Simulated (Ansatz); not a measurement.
# La (La, omega (AlB2-type)): the cost of one run

Program: Ansatz 0.2.0. Level of theory: DFT r2SCAN, plane waves (500 eV) with PAW, scalar-relativistic; PAW files made under PBE, frozen cores solved again for the functional. These are calculated values, not measurements.

## 1. The structure to begin with

The structure is hexagonal, space group P6/mmm (No. 191). The conventional cell has a = 5.957 Å, b = 5.957 Å, c = 3.652 Å, α = 90.00°, β = 90.00°, γ = 120.00°. Around La (site symmetry 6/mmm) lie 14 La at 3.65 to 3.89 Å. La (site symmetry -6m2) has 11 La at 3.44 to 3.89 Å as nearest neighbours.

Structure file:

```xyz
3
Lattice="5.9575 0.0000 0.0000 -2.9787 5.1593 0.0000 0.0000 0.0000 3.6519" Properties=species:S:1:pos:R:3 pbc="T T T"
La    0.0000    0.0000    0.0000
La    0.0000    3.4395    1.8260
La    2.9787    1.7198    1.8260
```

Starting moments (μB): +1 ×3.

## 2. Relaxing cell and atoms

Input file input.yaml:

```yaml
crystal:
  lattice:
    - [5.957452521, 0.0, 0.0]
    - [-2.9787262605, 5.159305225, 0.0]
    - [0.0, 0.0, 3.6519183953]
  atoms:
    - { symbol: La, position: [0.0, 0.0, 0.0], spin: 1.0 }
    - { symbol: La, position: [0.3333333333, 0.6666666667, 0.5], spin: 1.0 }
    - { symbol: La, position: [0.6666666667, 0.3333333333, 0.5], spin: 1.0 }
hamiltonian:
  xc: r2scan
  pseudopotentials:
    kind: paw
    azcp:
      La: "pseudopotentials/La.paw.azcp"
basis:
  ecutwfc: 500
  fft_grid_basis: typed
kpoints:
  mp_grid: { grid: [6, 6, 9], shift: [0, 0, 0] }
magnetization:
  spin_polarized: true
scf:
  occupations: { method: fermi_dirac, width: 0.05 }
relax:
  max_steps: 60
  f_tol: 0.01
  cell: {}
output:
  write_density: true
  write_potential: true
  elf: true
  volumetric_format: npy
```

Started as:

```sh
$ ansatz run input.yaml --threads 2 --pin off --max-ram 6144MiB --backend cpu --events-out ev --progress --plain --runs-dir out
```

What time and memory should one allow on 2 threads of Intel Xeon 6975P-C (Granite Rapids), shared host?

About 40 s, with a peak of 0.78 GiB.
